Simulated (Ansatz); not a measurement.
# LaMgPd: a short molecular-dynamics run

What does LaMgPd do over 40 steps of 1.5 fs under a Langevin thermostat at 600 K? The cell is an element-swapped structure of 9 atoms, taken as it stands, without a relaxation.

All numbers below are computed with Ansatz 0.2.0 (DFT PBEsol, plane waves, PAW, scalar-relativistic, no spin polarisation).

## Step 1: The system as given

The cell holds 9 atoms (La3Mg3Pd3): a = 7.682 Å, b = 7.682 Å, c = 4.192 Å, α = 90.00°, β = 90.00°, γ = 120.00°.

As a file:

```xyz
9
Lattice="7.6818 0.0000 0.0000 -3.8409 6.6526 0.0000 0.0000 0.0000 4.1915" Properties=species:S:1:pos:R:3 pbc="T T T"
La    4.4899    0.0000    0.0000
La    1.5959    2.7642    0.0000
La   -2.2450    3.8884    0.0000
Mg    1.8359    0.0000    2.0958
Mg    2.9229    5.0626    2.0958
Mg   -0.9180    1.5900    2.0958
Pd   -0.0004    4.4353    2.0958
Pd    3.8413    2.2173    2.0958
Pd    0.0000    0.0000    0.0000
```

## Step 2: Molecular dynamics

Input file input.yaml:

```yaml
crystal:
  lattice:
    - [7.68179317, 1.0e-07, 0.0]
    - [-3.840897, 6.6526278, 0.0]
    - [0.0, 0.0, 4.191511]
  atoms:
    - { symbol: La, position: [0.58449, 0.0, 0.0] }
    - { symbol: La, position: [0.41551, 0.41551, 0.0] }
    - { symbol: La, position: [0.0, 0.58449, 0.0] }
    - { symbol: Mg, position: [0.239, 0.0, 0.5] }
    - { symbol: Mg, position: [0.761, 0.761, 0.5] }
    - { symbol: Mg, position: [0.0, 0.239, 0.5] }
    - { symbol: Pd, position: [0.3333, 0.6667, 0.5] }
    - { symbol: Pd, position: [0.6667, 0.3333, 0.5] }
    - { symbol: Pd, position: [0.0, 0.0, 0.0] }
kpoints:
  mp_grid: { grid: [2, 2, 4] }
magnetization:
  spin_polarized: false
scf:
  occupations: { method: fermi_dirac, width: 0.05 }
hamiltonian:
  pseudopotentials: { kind: paw }
  xc: pbesol
basis:
  ecutwfc: 420
md:
  timestep: 1.5
  n_steps: 40
  ensemble: nvt_langevin
  temperature: 600.0
  initial_velocities: maxwell_boltzmann
  seed: 690908
```

Run with:

```bash
ansatz run input.yaml --threads 2 --pin off --max-ram 2560MiB --backend cpu --events-out ev --progress --plain --runs-dir out
```

Q: Predict the outcome of this session. Wanted: temperature, first and last step; temperature, second half; potential energy, second half; mean square displacement, second half.

As calculated:

| quantity | value |
| --- | --- |
| length | 40 steps of 1.5 fs |
| temperature, first and last step | 533 and 539 K |
| temperature, second half | mean 258 K, from 157 to 554 K |
| potential energy, second half | +41 meV/atom from the start |
| mean square displacement, second half | Mg 0.036, Pd 0.008, La 0.008 Å² |

What this shows: Against a set 600 K the second half averages 258 K, going from 224 to 539 K over that half; 41 meV/atom has gone into potential energy, and a thermostat that acts over some 100 fs has not made it up in 60 fs. No atom gets farther than 0.27 Å from its start, with the drift of the whole removed, against a typical distance of 3.0 Å between sites at the start. Averages from a run of 60 fs with 9 atoms are rough. The k-mesh is coarse.
